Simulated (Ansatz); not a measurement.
This script makes a convergence test of the plane-wave cutoff of Al₃Cu₂, space group P-3m1 with Ansatz 0.2.0, Python API.

`run_ecut.py`:
```python
import csv
import logging
import sys
import warnings

import ansatz as az

logging.basicConfig(stream=sys.stdout, format="%(levelname)s %(message)s")
logger = logging.getLogger("run")
logger.setLevel(logging.INFO)

warnings.simplefilter("ignore", az.DeckWarning)

lattice = az.Lattice.of(
    (4.091952, 0.0, 0.0),
    (-2.045976, 3.543734, 0.0),
    (0.0, 0.0, 4.992779),
)
sites = [
    ("Al", (0.0, 0.0, 0.0)),
    ("Al", (1 / 3, 2 / 3, 0.349925)),
    ("Al", (2 / 3, 1 / 3, 0.650075)),
    ("Cu", (1 / 3, 2 / 3, 0.839512)),
    ("Cu", (2 / 3, 1 / 3, 0.160488)),
]
al3cu2 = az.Crystal(lattice=lattice)
for symbol, position in sites:
    al3cu2 = al3cu2.atom(symbol, position)

base = (
    al3cu2.calculation()
    .functional("pbesol")
    .kpoints(6, 6, 4)
    .occupations("Methfessel-Paxton", width=0.1)
    .forces()
    .stress()
)

rows = []
for value in [250, 325, 400, 475, 550]:
    rep = base.basis(value).run(threads=1, pin="off").report
    rows.append((value, rep["free_energy_ev"] / len(rep["lattice"]["sites"]), rep["n_iterations"], sum(rep["stress_gpa"][i][i] for i in range(3)) / 3, max(abs(f) for row in rep["forces_ev_ang"] for f in row), rep["n_pw"]))

with open("ecut.csv", "w", newline="") as handle:
    writer = csv.writer(handle)
    writer.writerow(["cutoff (eV)", "F/atom (eV)", "iterations", "P (GPa)", "max component (eV/A)", "plane waves"])
    writer.writerows([round(v, 5) if isinstance(v, float) else v for v in row] for row in rows)

for row in rows[:-1]:
    shift = 1000 * (row[1] - rows[-1][1])
    logger.info(f"{row[0]}: {shift:+.2f} meV/atom" + ("  (within 5 meV)" if abs(shift) < 5 else ""))
```

From which cutoff on is the energy per atom within 5 meV of the last row, and how does it get there?

From 400 eV on it stays within 5 meV an atom of the value at 550 eV; the first row (250 eV) is off by 1098.6 meV and the last but one by 0.38 meV. The energy falls steadily, as expected when plane waves are added. The pressure moves from 2.27 to 0.10 GPa (the program's stress holds a Pulay correction, so it settles early).

The output:

Running `python run_ecut.py` prints:
```text
INFO 250: +1098.59 meV/atom
INFO 325: +43.25 meV/atom
INFO 400: +1.75 meV/atom  (within 5 meV)
INFO 475: +0.38 meV/atom  (within 5 meV)
```

File `ecut.csv` afterwards:
```csv
cutoff (eV),F/atom (eV),iterations,P (GPa),max component (eV/A),plane waves
250,-2949.30515,8,2.27499,0.10931,625
325,-2950.36049,7,0.49263,0.09865,963
400,-2950.40198,7,0.10834,0.08242,1337
475,-2950.40336,7,0.10166,0.08258,1751
550,-2950.40374,8,0.10061,0.08285,2149
```

Notes:
- For a metal this k-point mesh is coarse: on a finer one energies can move by several to tens of meV an atom and pressures by half a GPa or more, differences at one mesh by less.
- Pressure is positive in compression.
- The structure comes from a database of computed cells and needn't be a stable or known phase.
- Shifts are counted from the last row, which is itself no proven limit.
- The script silences the warnings on its input, which a real study should read.
- Run time: 13 s on 1 thread of Intel(R) Xeon(R) Platinum 8375C CPU @ 2.90GHz (Ice Lake) (shared host), peak memory 0.47 GiB.
